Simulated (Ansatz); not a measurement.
# TaRu2: the cost of one run

Computed with Ansatz 0.2.0 (DFT PBE, scalar-relativistic, plane waves, PAW, unless a step's input says otherwise).

## Step 1: The starting structure

It takes space group I4/mmm (No. 139, tetragonal). The conventional cell has a = 3.072 Å, b = 3.072 Å, c = 9.217 Å, α = 90.00°, β = 90.00°, γ = 90.00°. Ta (site symmetry 4/mmm) has 8 Ru at 2.66 Å as nearest neighbours. Around Ru (site symmetry 4mm) lie 4 Ru at 2.66 Å and 4 Ta at 2.66 Å.

Structure file:

```
Ta Ru
1.0
    -1.53616    1.53616    4.60847
     1.53616   -1.53616    4.60847
     1.53616    1.53616   -4.60847
Ta Ru
1 2
Direct
  0.50000 0.50000 0.00000
  0.83333 0.83333 0.00000
  0.16667 0.16667 0.00000
```

The start is an ordering of an alloy on its end members' structure types: elements ordered on the sites of the Ta type, Ru/Ta on Ta (I4/mmm, No. 139).

## Step 2: Probe: one point on a coarse mesh

input.yaml reads:

```yaml
crystal:
  lattice:
    - [-1.53615707, 1.53615707, 4.6084712]
    - [1.53615707, -1.53615707, 4.6084712]
    - [1.53615707, 1.53615707, -4.6084712]
  atoms:
    - { symbol: Ta, position: [0.5, 0.5, 0.0] }
    - { symbol: Ru, position: [0.83333333, 0.83333333, 0.0] }
    - { symbol: Ru, position: [0.16666667, 0.16666667, 0.0] }
basis:
  ecutwfc: 420
kpoints:
  mp_grid: { grid: [8, 8, 8] }
hamiltonian:
  xc: pbe
scf:
  occupations: { method: gaussian, width: 0.1 }
  lower_state_search: "off"
output:
  forces: true
  stress: true
  eigenvalues: true
```

Command:

```sh
ansatz run input.yaml --threads 1 --pin off --max-ram 2560MiB --backend cpu --events-out ev --progress --plain --runs-dir out
```

What time and memory should one allow on 1 thread of Intel Xeon at 2.50GHz (Skylake/Cascade Lake), shared host?

About 11 s, with a peak of 0.38 GiB.
